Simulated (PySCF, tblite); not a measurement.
# C6H10O2Si: infrared bands, NMR shifts and electronic excitations in gas and solvents

Aim: compute the infrared bands, NMR shifts and electronic excitations of C6H10O2Si (`CC#C[SiH]1OCCCO1`), and see what a dielectric continuum does where one was used.

Computed with tblite 0.8.0 and PySCF 2.14.0, with density-fitted response routines of our own, on a single molecule, in the gas phase or a continuum. Atoms are numbered from 0 throughout.

**1. Starting geometry**

19 atoms, charge 0, multiplicity 1; geometry from: force field or distance geometry start.

Bonds of the start (Å): C0–C1 1.46, C1–C2 1.18, C2–Si3 1.83, Si3–O4 1.73, O4–C5 1.42, C5–C6 1.49, C6–C7 1.48, C7–O8 1.39, O8–Si3 1.72, C0–H9 1.10, C0–H10 1.10, C0–H11 1.10, Si3–H12 1.46, C5–H13 1.14, C5–H14 1.10, C6–H15 1.13, C6–H16 1.13, C7–H17 1.14, C7–H18 1.13.

**2. Optimising the geometry with GFN2-xTB**

What the job is given:

```
{"job": {"kind": "relax", "xc": "GFN2-xTB", "basis": "xTB"}, "charge": 0, "multiplicity": 1}
C      3.850800     0.488300     0.096500
C      2.528800    -0.138100     0.104400
C      1.464900    -0.657500     0.135600
Si    -0.190700    -1.443700     0.148900
O     -1.053000    -0.751600     1.479500
C     -1.139900     0.621900     1.135700
C     -2.167400     0.754500     0.065700
C     -2.270600    -0.388900    -0.875700
O     -1.067100    -0.974000    -1.258000
H      4.109600     0.748200    -0.945000
H      3.805800     1.372100     0.751500
H      4.593500    -0.240000     0.454000
H     -0.077200    -2.890500     0.272900
H     -0.129300     0.851000     0.668000
H     -1.297500     1.257000     2.024300
H     -3.164000     0.820700     0.597900
H     -2.075000     1.722900    -0.499900
H     -3.016800    -1.169500    -0.521600
H     -2.714600     0.026400    -1.822400
```

On the command line:

```
OMP_NUM_THREADS=1 python probes_run.py task.json out
```

The driver reads the jobs from task.json and runs them one after another.

The log of the run:

```text
step      E/eV     max force
  0    -756.61415    3.325
  1    -756.84290    5.544
  2    -756.97822    2.735
  3    -757.09935    0.628
  4    -757.14665    0.537
  5    -757.20425    0.627
  6    -757.22857    0.490
  7    -757.25957    0.366
  8    -757.28136    0.359
  9    -757.30137    0.321
 10    -757.31448    0.310
 11    -757.32548    0.278
 12    -757.33538    0.241
 13    -757.34519    0.270
 14    -757.35485    0.272
 15    -757.36445    0.241
 16    -757.37291    0.217
 17    -757.37935    0.241
 18    -757.38426    0.225
 19    -757.38834    0.168
 20    -757.39218    0.150
 21    -757.39597    0.153
 22    -757.39909    0.110
 23    -757.40136    0.091
 24    -757.40316    0.093
 25    -757.40480    0.086
 26    -757.40619    0.078
 27    -757.40731    0.077
 28    -757.40837    0.082
 29    -757.40949    0.100
 30    -757.41069    0.118
 31    -757.41187    0.114
 32    -757.41308    0.101
 33    -757.41448    0.100
 34    -757.41618    0.108
 35    -757.41793    0.098
 36    -757.41941    0.088
 37    -757.42068    0.094
 38    -757.42222    0.104
 39    -757.42467    0.121
 40    -757.42831    0.148
 41    -757.43267    0.161
 42    -757.43719    0.219
 43    -757.44194    0.243
 44    -757.44817    0.228
 45    -757.45599    0.210
 46    -757.45804    0.331
 47    -757.46519    0.256
 48    -757.46884    0.138
 49    -757.47183    0.120
 50    -757.47607    0.114
 51    -757.47978    0.136
 52    -757.48485    0.115
 53    -757.48828    0.129
 54    -757.49186    0.253
 55    -757.49628    0.214
 56    -757.49851    0.628
 57    -757.50771    0.277
 58    -757.51437    0.175
 59    -757.52015    0.271
 60    -757.52672    0.349
 61    -757.53768    0.456
 62    -757.54560    0.439
 63    -757.55936    0.344
 64    -757.56972    0.344
 65    -757.58028    0.394
 66    -757.59119    0.257
 67    -757.59874    0.401
 68    -757.60812    0.168
 69    -757.61384    0.169
 70    -757.62036    0.171
 71    -757.62619    0.188
 72    -757.63286    0.206
 73    -757.63971    0.166
 74    -757.64527    0.144
 75    -757.64842    0.261
 76    -757.65201    0.161
 77    -757.65530    0.112
 78    -757.65995    0.152
 79    -757.66158    0.169
 80    -757.66344    0.098
 81    -757.66481    0.090
 82    -757.66657    0.122
 83    -757.66811    0.149
 84    -757.66944    0.120
 85    -757.67078    0.084
 86    -757.67228    0.089
 87    -757.67347    0.081
 88    -757.67413    0.050
 89    -757.67453    0.047
 90    -757.67493    0.046
 91    -757.67540    0.071
 92    -757.67575    0.061
 93    -757.67599    0.037
 94    -757.67630    0.036
 95    -757.67672    0.053
 96    -757.67719    0.069
 97    -757.67755    0.063
 98    -757.67782    0.043
 99    -757.67811    0.032
100    -757.67848    0.039
101    -757.67886    0.043
102    -757.67917    0.045
103    -757.67944    0.043
104    -757.67979    0.050
105    -757.68025    0.056
106    -757.68070    0.049
107    -757.68101    0.031
108    -757.68121    0.031
109    -757.68139    0.040
110    -757.68160    0.040
111    -757.68178    0.032
112    -757.68194    0.028
113    -757.68209    0.028
114    -757.68225    0.035
115    -757.68241    0.029
116    -757.68254    0.025
117    -757.68268    0.030
118    -757.68287    0.040
119    -757.68314    0.040
120    -757.68341    0.034
121    -757.68361    0.031
122    -757.68375    0.023
123    -757.68385    0.025
124    -757.68393    0.021
125    -757.68398    0.019
126    -757.68402    0.013
127    -757.68405    0.011
128    -757.68408    0.010
129    -757.68410    0.010
```

It took 1.9 s on 1 thread of AMD EPYC 7R43, shared host; peak memory 0.18 GiB.

Step by step: (not every step is listed)

| step | energy from step 0 (eV) | largest force (eV/Å) |
| --- | --- | --- |
| 0 | 0.0000 | 3.3250 |
| 1 | -0.2287 | 5.5444 |
| 2 | -0.3641 | 2.7354 |
| 3 | -0.4852 | 0.6278 |
| 4 | -0.5325 | 0.5372 |
| 5 | -0.5901 | 0.6266 |
| 6 | -0.6144 | 0.4903 |
| 7 | -0.6454 | 0.3664 |
| 8 | -0.6672 | 0.3586 |
| 19 | -0.7742 | 0.1681 |
| 30 | -0.7965 | 0.1176 |
| 41 | -0.8185 | 0.1605 |
| 52 | -0.8707 | 0.1148 |
| 63 | -0.9452 | 0.3436 |
| 74 | -1.0311 | 0.1441 |
| 85 | -1.0566 | 0.0842 |
| 96 | -1.0630 | 0.0689 |
| 107 | -1.0669 | 0.0313 |
| 118 | -1.0687 | 0.0402 |
| 124 | -1.0698 | 0.0214 |
| 125 | -1.0698 | 0.0185 |
| 126 | -1.0699 | 0.0126 |
| 127 | -1.0699 | 0.0114 |
| 128 | -1.0699 | 0.0105 |
| 129 | -1.0699 | 0.0096 |

Close pairs (by a distance rule), those that changed most:

| bond | before (Å) | after (Å) | change (Å) |
| --- | --- | --- | --- |
| Si3–O4 | 1.730 | 1.637 | -0.093 |
| Si3–O8 | 1.723 | 1.637 | -0.086 |
| C6–H15 | 1.132 | 1.090 | -0.042 |
| C5–H13 | 1.137 | 1.096 | -0.041 |
| C6–C7 | 1.485 | 1.525 | +0.041 |
| C7–H17 | 1.136 | 1.099 | -0.038 |
| C5–C6 | 1.489 | 1.525 | +0.036 |
| C6–H16 | 1.125 | 1.092 | -0.034 |

The final coordinates are the input of the step that follows.

**3. Harmonic vibrations with GFN2-xTB**

What the job is given:

```
{"job": {"kind": "ir", "xc": "GFN2-xTB", "basis": "xTB"}, "charge": 0, "multiplicity": 1}
C      4.228877     0.234360    -0.349438
C      2.861965    -0.157228    -0.088806
C      1.718588    -0.470927     0.120405
Si     0.006032    -1.043533     0.472587
O     -0.651450    -0.048318     1.593345
C     -1.939512     0.476268     1.442648
C     -2.240185     0.868016    -0.000311
C     -2.143782    -0.346769    -0.917503
O     -0.869267    -0.923291    -0.905116
H      4.364660     0.424509    -1.413705
H      4.470936     1.139879     0.206289
H      4.906611    -0.561890    -0.042486
H     -0.066002    -2.419173     0.963370
H     -2.003305     1.352725     2.096984
H     -2.674873    -0.264976     1.784931
H     -3.238687     1.300065    -0.064404
H     -1.503622     1.607246    -0.321059
H     -2.884256    -1.098660    -0.611616
H     -2.352532    -0.059051    -1.953919
```

The log of the run:

```text
mode    cm-1     km/mol
  1     -21.2      0.00
  2      38.8      4.92
  3      66.4      1.66
  4     120.2      2.89
  5     129.2      0.51
  6     215.9      5.97
  7     251.4     21.55
  8     292.8      0.00
  9     319.1      0.34
 10     321.4      0.44
 11     369.7     55.76
 12     411.5      8.34
 13     535.7     36.10
 14     576.4      8.08
 15     664.8     51.83
 16     718.1    119.62
 17     754.5    256.36
 18     787.9    283.60
 19     903.3     39.41
 20     907.3      0.37
 21     939.3     20.88
 22    1016.2      5.75
 23    1016.5      3.35
 24    1020.9     38.88
 25    1115.8      1.72
 26    1119.2      2.90
 27    1119.6     14.30
 28    1155.7    413.29
 29    1187.9      1.66
 30    1220.0     24.00
 31    1255.5      1.04
 32    1326.2      4.77
 33    1337.9      8.61
 34    1343.2     22.15
 35    1380.8      2.20
 36    1449.7      6.77
 37    1450.2      6.59
 38    1453.4      2.62
 39    1483.3      0.01
 40    1492.3      0.50
 41    2259.0    320.48
 42    2340.0    249.91
 43    2878.5      0.85
 44    2882.8    131.25
 45    2929.3     70.58
 46    2930.1     41.30
 47    2989.8     34.51
 48    3000.1     49.17
 49    3004.6     19.53
 50    3005.5     18.96
 51    3011.8     24.48
```

Wall time 1.3 s (1 thread of AMD EPYC 7R43, shared host); peak memory 0.18 GiB.

The strongest bands and the atoms that carry them (share of the mass-weighted mode):

| cm⁻¹ | km/mol | atoms |
| --- | --- | --- |
| 718 | 119.6 | H12 59 %, O4 13 %, O8 13 % |
| 754 | 256.4 | Si3 40 %, H12 19 %, O8 11 %, O4 10 % |
| 788 | 283.6 | Si3 46 %, O4 16 %, O8 16 % |
| 1156 | 413.3 | O8 22 %, O4 22 %, C7 21 %, C5 21 % |
| 2259 | 320.5 | H12 97 % |
| 2340 | 249.9 | C1 52 %, C2 47 % |
| 2883 | 131.2 | H17 50 %, H14 37 % |
| 2929 | 70.6 | H18 62 %, H13 26 % |

**4. Relaxing the molecule at PBE0-D3(BJ)/def2-SVP**

What the job is given:

```
{"job": {"xc": "PBE0", "basis": "def2-SVP", "d3": "d3bj", "grid": 1, "shake": 0.01, "kind": "geom"}, "charge": 0, "multiplicity": 1}
C      4.249290     0.208800    -0.345260
C      2.856290    -0.161750    -0.090960
C      1.698390    -0.473250     0.111750
Si     0.039260    -1.041280     0.469060
O     -0.654260    -0.055000     1.582790
C     -1.943420     0.481090     1.440260
C     -2.230610     0.866020    -0.000070
C     -2.128320    -0.341320    -0.922560
O     -0.871100    -0.917890    -0.885770
H      4.361960     0.422070    -1.403680
H      4.462070     1.136960     0.215110
H      4.912410    -0.560970    -0.035780
H     -0.094280    -2.408960     0.953770
H     -2.019990     1.355490     2.103990
H     -2.679320    -0.275740     1.785190
H     -3.239210     1.314120    -0.056930
H     -1.501680     1.618360    -0.323110
H     -2.893510    -1.092820    -0.605790
H     -2.354680    -0.066880    -1.951630
```

The log of the run:

```text
step   0  E = -673.68875216  max force = 0.033762
step   1  E = -673.69410827  max force = 0.005789
step   2  E = -673.69436773  max force = 0.001424
step   3  E = -673.69440397  max force = 0.000579
step   4  E = -673.69442447  max force = 0.000527
step   5  E = -673.69447142  max force = 0.000644
step   6  E = -673.69451135  max force = 0.000925
step   7  E = -673.69454160  max force = 0.000795
step   8  E = -673.69456150  max force = 0.000496
step   9  E = -673.69457765  max force = 0.000455
step  10  E = -673.69459382  max force = 0.000517
step  11  E = -673.69460298  max force = 0.000364
optimisation converged
```

It took 3.9 min on 1 thread of AMD EPYC 7R43, shared host; peak memory 0.76 GiB.

Step by step:

```
step  energy from step 0 (eV)  largest force component (eV/Å)
   0                   0.0000                          1.7361
   1                  -0.1457                          0.2977
   2                  -0.1528                          0.0732
   3                  -0.1538                          0.0298
   4                  -0.1544                          0.0271
   5                  -0.1556                          0.0331
   6                  -0.1567                          0.0476
   7                  -0.1575                          0.0409
   8                  -0.1581                          0.0255
   9                  -0.1585                          0.0234
  10                  -0.1590                          0.0266
  11                  -0.1592                          0.0187
```

Distances of close pairs at the start and the end, largest changes first:

```
   bond  before (Å)  after (Å)  change (Å)
 C0–H11       1.062      1.101      +0.039
Si3–H12       1.457      1.489      +0.032
  C7–O8       1.384      1.410      +0.027
 Si3–O8       1.637      1.662      +0.025
 C2–Si3       1.790      1.813      +0.024
 Si3–O4       1.641      1.662      +0.021
  C0–H9       1.086      1.101      +0.016
  C0–C1       1.464      1.450      -0.014
```

The final coordinates are the input of the step that follows.

| at the end point | value |
| --- | --- |
| rotational constants (GHz, main isotopes) | 3.198, 0.700, 0.646 |
| dipole moment (D) | 0.93 |

**5. Shielding tensors: PBE0/pcSseg-1**

What the job is given:

```
{"job": {"kind": "nmr", "xc": "PBE0", "basis": "pcSseg-1"}, "charge": 0, "multiplicity": 1}
C      4.180025    -0.054295    -0.530173
C      2.789964    -0.372136    -0.269252
C      1.619062    -0.631366    -0.052134
Si    -0.110911    -1.050824     0.293651
O     -0.741048     0.018689     1.399343
C     -2.099131     0.393010     1.350753
C     -2.555648     0.715830    -0.065311
C     -2.368211    -0.459652    -1.014274
O     -1.023315    -0.878596    -1.085007
H      4.343876     0.135531    -1.602334
H      4.486328     0.846175     0.024815
H      4.839314    -0.881956    -0.226155
H     -0.206404    -2.445179     0.807597
H     -2.228088     1.271164     2.003804
H     -2.733800    -0.413855     1.770776
H     -3.618495     1.009066    -0.050063
H     -1.981063     1.578911    -0.441707
H     -3.014289    -1.302385    -0.694235
H     -2.685822    -0.183755    -2.032627
```

Method: GIAO PBE0/pcSseg-1 NMR shielding, non-relativistic, gas phase.

The log of the run:

```text
coarse grid: 16512 points
cycle   1  E = -673.7613796744  dE =  1.242e+00  |g| = 9.296e-01  |ddm| = 4.203e+00
cycle   2  E = -673.5646145641  dE =  1.968e-01  |g| = 1.384e+00  |ddm| = 2.135e+00
cycle   3  E = -673.9181796090  dE = -3.536e-01  |g| = 1.688e-01  |ddm| = 1.491e+00
cycle   4  E = -673.9228074679  dE = -4.628e-03  |g| = 1.000e-01  |ddm| = 1.929e-01
cycle   5  E = -673.9250742210  dE = -2.267e-03  |g| = 3.223e-02  |ddm| = 8.278e-02
cycle   6  E = -673.9253197002  dE = -2.455e-04  |g| = 4.368e-03  |ddm| = 3.059e-02
cycle   7  E = -673.9253240431  dE = -4.343e-06  |g| = 8.850e-04  |ddm| = 4.842e-03
final grid: 155312 points
cycle   8  E = -674.0013400422  dE = -2.437e-05  |g| = 1.260e-02  |ddm| = 4.635e-02
cycle   9  E = -674.0013092373  dE =  3.080e-05  |g| = 1.819e-02  |ddm| = 2.116e-02
cycle  10  E = -674.0013699801  dE = -6.074e-05  |g| = 1.667e-03  |ddm| = 1.320e-02
cycle  11  E = -674.0013705840  dE = -6.040e-07  |g| = 5.028e-04  |ddm| = 1.731e-03
cycle  12  E = -674.0013706347  dE = -5.068e-08  |g| = 2.152e-04  |ddm| = 4.555e-04
cycle  13  E = -674.0013706460  dE = -1.128e-08  |g| = 3.236e-05  |ddm| = 1.780e-04
cycle  14  E = -674.0013706462  dE = -2.356e-10  |g| = 8.694e-06  |ddm| = 4.683e-05
converged SCF energy = -674.0013706462

GIAO shielding tensors (ppm)
atom      isotropic    diamagn.    paramagn.     s11        s22        s33       span
  0 C      178.947     250.996     -72.049    169.951    170.061    196.828     26.877
  1 C       75.875     275.306    -199.431    -23.748    -17.195    268.567    292.315
  2 C      100.221     257.053    -156.832     14.945     15.757    269.960    255.015
  3 Si     402.200     883.114    -480.914    367.983    418.098    420.520     52.538
  4 O      280.897     400.662    -119.765    227.665    290.457    324.568     96.903
  5 C      118.069     238.383    -120.314     94.618    107.388    152.202     57.585
  6 C      150.177     250.667    -100.490    138.559    152.403    159.569     21.010
  7 C      118.003     238.457    -120.454     94.458    107.358    152.193     57.735
  8 O      280.974     400.382    -119.407    227.732    290.510    324.682     96.950
  9 H       29.359      28.145       1.214     24.448     27.639     35.991     11.543
 10 H       29.353      28.829       0.524     24.424     27.667     35.967     11.542
 11 H       29.386      25.002       4.384     24.463     27.536     36.161     11.698
 12 H       26.518      29.953      -3.435     23.140     24.326     32.087      8.947
 13 H       27.155      27.846      -0.691     22.274     26.416     32.775     10.501
 14 H       27.211      28.125      -0.914     22.844     26.125     32.663      9.819
 15 H       30.233      27.816       2.417     26.567     27.303     36.828     10.261
 16 H       29.014      31.848      -2.834     26.348     27.158     33.537      7.190
 17 H       27.210      27.981      -0.771     22.838     26.130     32.662      9.823
 18 H       27.154      27.597      -0.443     22.269     26.418     32.774     10.505
```

Run time: 51 s. Hardware: 1 thread of AMD EPYC 7R43, shared host; peak memory 0.96 GiB.

Shifts follow as δ = σ(reference) − σ, with reference shieldings (ppm) from runs at the same level and on the same kind of geometry: 1H TMS 31.27, 13C TMS 184.4, 29Si TMS 352.0, 17O H2O 334.6. The references are single molecules in the gas phase, so shifts against H2O, NH3, PH3, H3PO4 or CFCl3 are not on the usual liquid scales and can be off by tens of ppm. Atoms listed in one row are averaged.

```csv
atoms,environment,σ (ppm),δ (ppm),δ scaled to CDCl3
C1,alkyne carbon,75.9,108.5,104.9
C2,alkyne carbon,100.2,84.2,81.2
"C5, C7",sp3 CH2 bonded to O,118.0,66.4,63.9
C6,sp3 CH2 in a ring,150.2,34.2,32.7
C0,propargylic methyl carbon,178.9,5.5,4.8
H12,"hydrogen on a silicon bonded to C, 2 O, in a 6-membered ring",26.52,4.75,–
"H13, H18",hydrogen on an sp3 CH2 bonded to O,27.15,4.11,4.11
"H14, H17",hydrogen on an sp3 CH2 bonded to O,27.21,4.06,4.06
H16,hydrogen on an sp3 CH2 in a ring,29.01,2.25,2.35
"H9, H10, H11",hydrogen on a propargylic methyl carbon,29.37,1.90,2.02
H15,hydrogen on an sp3 CH2 in a ring,30.23,1.03,1.20
Si3,"silicon bonded to C, 2 O, H, in a 6-membered ring",402.2,-50.2,–
"O4, O8","oxygen bonded to C, Si, in a 6-membered ring",280.9,53.6,–
```

The scaled column applies a straight-line fit of computed shieldings to shifts measured in CDCl3 (root-mean-square error 0.21 ppm for H, 2.0 ppm for C).

Charges from the same density, by scheme (e):

```
 atoms  Mulliken    IAO  Hirshfeld  ESP fit
    C0     -0.19  -0.43      -0.09    -0.55
    C1     -0.06   0.03      -0.01     0.34
    C2     -0.41  -0.41      -0.18    -0.62
   Si3      1.05   1.32       0.46     1.06
O4, O8     -0.64  -0.65      -0.24    -0.55
C5, C7      0.08  -0.04       0.01     0.23
    C6     -0.32  -0.29      -0.08    -0.11
```

Mayer bond orders: C0–C1 1.18, C1–C2 2.45, C2–Si3 1.03, Si3–O4 0.97, O4–C5 0.89, C5–C6 1.03, C6–C7 1.03, C7–O8 0.89, O8–Si3 0.98.

Ring of atoms Si3, O4, C5, C6, C7, O8: NICS(0) -1.5, NICS(1) -0.8, NICS(1)zz 3.3 ppm (means of both faces).

**6. TDDFT and polarisability: B3LYP/def2-SVPD**

Settings changed since step 5:

```diff
@@ -1,2 +1,2 @@
-{"job": {"kind": "nmr", "xc": "PBE0", "basis": "pcSseg-1"}, "charge": 0, "multiplicity": 1}
+{"job": {"kind": "uv", "xc": "B3LYP", "basis": "def2-SVPD", "ip": true, "dynamic": true}, "charge": 0, "multiplicity": 1}
 C      4.180025    -0.054295    -0.530173
```

With the program's defaults for keys left out, this is: TDDFT B3LYP/def2-SVPD, vertical, gas phase, core orbitals frozen in the response.

The log of the run:

```text
coarse grid: 16512 points
cycle   1  E = -673.9801705303  dE =  1.145e+00  |g| = 9.790e-01  |ddm| = 1.095e+01
cycle   2  E = -673.6292982483  dE =  3.509e-01  |g| = 1.647e+00  |ddm| = 3.860e+00
cycle   3  E = -674.1622879393  dE = -5.330e-01  |g| = 1.966e-01  |ddm| = 2.521e+00
cycle   4  E = -674.1688165496  dE = -6.529e-03  |g| = 1.180e-01  |ddm| = 4.859e-01
cycle   5  E = -674.1718859678  dE = -3.069e-03  |g| = 4.819e-02  |ddm| = 2.130e-01
cycle   6  E = -674.1724549233  dE = -5.690e-04  |g| = 5.946e-03  |ddm| = 8.080e-02
cycle   7  E = -674.1724638801  dE = -8.957e-06  |g| = 1.272e-03  |ddm| = 2.030e-02
final grid: 155312 points
cycle   8  E = -674.2939598878  dE = -4.463e-05  |g| = 6.000e-03  |ddm| = 1.692e-01
cycle   9  E = -674.2939533763  dE =  6.512e-06  |g| = 8.303e-03  |ddm| = 2.082e-02
cycle  10  E = -674.2939682051  dE = -1.483e-05  |g| = 1.005e-03  |ddm| = 1.107e-02
cycle  11  E = -674.2939684197  dE = -2.146e-07  |g| = 2.759e-04  |ddm| = 2.151e-03
cycle  12  E = -674.2939684279  dE = -8.283e-09  |g| = 1.988e-04  |ddm| = 5.975e-04
cycle  13  E = -674.2939684374  dE = -9.481e-09  |g| = 4.755e-05  |ddm| = 3.093e-04
cycle  14  E = -674.2939684380  dE = -5.830e-10  |g| = 8.340e-06  |ddm| = 1.117e-04
converged SCF energy = -674.2939684380

Static polarisability (au): isotropic 102.305, principal 83.588 84.918 138.410

Singlet excitations
state   eV       nm        f      main configurations
  1   5.7511    215.6   0.00001   H->L 0.92
  2   6.0161    206.1   0.00213   H-1->L 0.52, H->L+1 0.40
  3   6.1203    202.6   0.00010   H-1->L+1 0.83
  4   6.4605    191.9   0.00189   H-2->L 0.97
  5   6.6344    186.9   0.00174   H-3->L 0.92
  6   6.7615    183.4   0.00503   H-2->L+1 0.96
  7   6.9538    178.3   0.00373   H-3->L+1 0.92
  8   6.9737    177.8   0.00823   H-4->L 0.91
  9   7.0297    176.4   0.00471   H->L+2 0.84, H->L+3 0.09
 10   7.0987    174.7   0.00587   H-1->L+2 0.86

Triplet excitations (Tamm-Dancoff, eV): 4.8498 5.2350 5.2777 5.8973
```

Wall time 11 min (1 thread of AMD EPYC 7R43, shared host); peak memory 1.1 GiB.

The orbitals next to the gap, with their largest atomic shares:

| orbital | eV | atoms |
| --- | --- | --- |
| HOMO−3 | -7.81 | O8 28 %, O4 28 %, C6 12 % |
| HOMO−2 | -7.68 | O4 23 %, O8 23 %, Si3 11 % |
| HOMO−1 | -7.62 | C2 38 %, C1 35 %, C0 7 % |
| HOMO | -7.55 | C2 40 %, C1 37 %, C0 8 % |
| LUMO | -0.27 | C1 24 %, C2 23 %, Si3 20 % |
| LUMO+1 | 0.00 | C1 22 %, C2 21 %, Si3 20 % |
| LUMO+2 | 0.39 | C0 27 %, C1 16 %, H11 11 % |

With each of the 10 states as a Gaussian band of 0.4 eV half-width at 1/e, the curve within the window shown has maxima at 179 nm (ε 1,100) L/(mol cm). Beyond the last state computed it falls off for lack of states. The curve at chosen wavelengths:

nm, ε (L/mol/cm) and a bar:
```
      168        387 ###########
      171        655 ##################
      174        910 #########################
      177       1067 ##############################
      180       1080 ##############################
      183        967 ###########################
      186        787 ######################
      188        658 ##################
      191        484 #############
      194        349 ##########
      197        256 #######
      200        196 #####
      203        158 ####
      206        131 ####
      209        109 ###
      212         88 ##
      215         68 ##
      218         50 #
      221         35 #
      223         26 #
      226         17 
      229         10 
      232          6 
      235          3 
      238          2 
      241          1
```

Ground-state properties from the same run:

```csv
property,computed
dipole moment (D),0.90
polarisability (Å³),15.16
HOMO–LUMO gap (eV),7.28
−ε(HOMO) (eV),7.55
C6 with itself (au),4146
```

[end of part 1 of 2]
